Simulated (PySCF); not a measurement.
# EuH2S2 (Eu(SH)2+): the cost of one run

Method: several levels, as the steps say, no spin–orbit coupling; program: PySCF 2.14.0.

2 further runs of the same task are left out: 1 for a known fault of the program, 1 that didn't finish.

**1. Starting geometry**

5 atoms, charge 1, spin multiplicity 1.

Bond lengths: Eu1–S2 2.513 Å, Eu1–S4 2.513 Å, S2–H3 1.356 Å, S4–H5 1.356 Å. Angles: S2–Eu1–S4 110.3°, Eu1–S2–H3 98.5°, Eu1–S4–H5 98.5°.

Geometry (Å):

```
Eu   -1.18673    0.94074   -0.26306
S    -0.07829    0.61759    1.96934
H     0.85994   -0.28807    1.59825
S    -0.07829   -0.49347   -2.00405
H     0.85994   -1.07530   -1.21701
```

Formal oxidation states: Eu +3. Each metal's 6 4f electrons lie in its core potential, so multiplicities, spins and levels count the valence alone. An earlier session relaxed this geometry at PBE0, Eu lcecp-1-SVP with ECP52, S def2-SVP, H def2-SVP (singlet, point group C2v).

At PBE0 on the finer grid: E = -832.203637 Eh, HOMO -12.15 eV, LUMO -7.38 eV, Mulliken charge on Eu1 +1.13 e, largest force component 0.003 eV/Å. 

Levels to run: M06-L; TPSS; B3LYP; revPBE; PBE0, TZVP. Hardware: 2 threads of Arm Neoverse V1, shared host.

**2. M06-L**

The input, run.py (the lines that set the calculation):

```python
mol = gto.M(atom='''
Eu    -1.18673     0.94074    -0.26306
S     -0.07829     0.61759     1.96934
H      0.85994    -0.28807     1.59825
S     -0.07829    -0.49347    -2.00405
H      0.85994    -1.07530    -1.21701''',
    basis={'Eu': 'lcecp-1-SVP', 'S': 'def2-SVP', 'H': 'def2-SVP'},
    ecp={'Eu': 'lcecp-1-SVP'},
    charge=1, spin=0)
mf = dft.RKS(mol, xc='M06L')
mf.grids.atom_grid = (75, 302)  # f atoms: unpruned, at least (60, 302)
mf = mf.density_fit()  # fitting sets: Eu AutoAux, S def2-universal-JKFIT, H def2-universal-JKFIT
mf.conv_tol = 1e-08; mf.max_cycle = 55
mf.kernel(dm0)  # dm0: the density of the relaxed state
```

Run with:

```bash
OMP_NUM_THREADS=2 python run.py
```

**Question.** How long does this run take on 2 threads of Arm Neoverse V1, shared host?

About 4.4 s.
